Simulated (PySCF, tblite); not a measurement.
# C₅H₅F₃OS: geometry, infrared bands and NMR shifts

What infrared bands and NMR shifts should C₅H₅F₃OS (`C=C(SC)C(=O)C(F)(F)F`) show?

Programs: tblite 0.8.0 and PySCF 2.14.0, with density-fitted response routines of our own. Each step states its level of theory. These are calculated values for one molecule in the gas phase, unless marked as measured. Atoms are numbered from 0 throughout.

## (1) The molecule as given

15 atoms, charge 0, multiplicity 1; geometry from: force field or distance geometry start.

Bonds of the start (Å): C0–C1 1.33, C1–S2 1.78, S2–C3 1.79, C1–C4 1.46, C4–O5 1.27, C4–C6 1.50, C6–F7 1.40, C6–F8 1.39, C6–F9 1.36, C0–H10 1.07, C0–H11 1.10, C3–H12 1.12, C3–H13 1.12, C3–H14 1.13.

## (2) Relaxing the molecule with GFN2-xTB

Job settings and geometry (Å):

```
{"job": {"kind": "relax", "xc": "GFN2-xTB", "basis": "xTB"}, "charge": 0, "multiplicity": 1}
C      0.698300    -1.426500     0.513700
C     -0.069400    -0.460100     0.011900
S      0.588500     0.971600    -0.814300
C      2.375400     0.895800    -0.878200
C     -1.519600    -0.552500     0.158400
O     -2.030200    -1.559300     0.739000
C     -2.367900     0.539100    -0.411700
F     -1.951500     1.689400     0.273300
F     -3.686800     0.222100    -0.094900
F     -2.261800     0.640900    -1.760400
H      1.766700    -1.442200     0.461900
H      0.220700    -2.274900     1.015400
H      2.826800     0.190300    -0.141700
H      2.662800     0.634500    -1.924000
H      2.743500     1.939800    -0.675900
```

The run is started by

```sh
> OMP_NUM_THREADS=1 python probes_run.py task.json out
```

This one command runs all jobs of the session in turn.

**Question.** This job is followed by: GFN2-xTB harmonic vibrations, gas phase; GIAO PBE0/pcSseg-1 NMR shielding, non-relativistic, gas phase. What will the session give for the following? strongest single infrared mode (GFN2-xTB); zero-point energy (GFN2-xTB); 13C shifts against TMS (PBE0/pcSseg-1); 1H shifts against TMS (PBE0/pcSseg-1, means over atoms taken as alike); 33S shifts against CS2 (PBE0/pcSseg-1); 17O shifts against H2O (PBE0/pcSseg-1); 19F shifts against CFCl3 (PBE0/pcSseg-1, means over atoms taken as alike); surface potential, 1st and 99th percentile.

The runs gave:

| quantity | value |
| --- | --- |
| strongest single infrared mode (GFN2-xTB) | 1065 cm⁻¹, 266 km/mol |
| zero-point energy (GFN2-xTB) | 57.5 kcal/mol |
| 13C shifts against TMS (PBE0/pcSseg-1) | 183.4, 148.6, 129.3, 125.7, 19.8 ppm |
| 1H shifts against TMS (PBE0/pcSseg-1, means over atoms taken as alike) | 7.11, 5.47, 2.35 ppm |
| 33S shifts against CS2 (PBE0/pcSseg-1) | 31 ppm |
| 17O shifts against H2O (PBE0/pcSseg-1) | 629.3 ppm |
| 19F shifts against CFCl3 (PBE0/pcSseg-1, means over atoms taken as alike) | -84.2 ppm |
| surface potential, 1st and 99th percentile | -1.26 V and 1.39 V |

**Reading.** Over 55 steps the energy fell by 0.711 eV; of the close pairs, C4–O5 changed most, 1.269 to 1.201 Å. No mode is imaginary among the 39: a minimum at this level. The strongest single mode, at 1065 cm⁻¹, moves mainly C6. GFN2-xTB is a fitted tight-binding method: band positions and strengths are rough. Its intensities can rank the bands wrongly. The most deshielded carbon is C4 (ketone carbonyl carbon), at 183.4 ppm: the double bond to the heteroatom, with no lone-pair donor beside it, deshields it most. At PBE0/pcSseg-1: The widest tensor belongs to O5: span 1225 ppm, with a paramagnetic part of -690 ppm. At PBE0/pcSseg-1, counted by nearest atom on the grid, the HOMO lies on S2 57 %; C0 20 %, the LUMO on C4 29 %; O5 24 %.
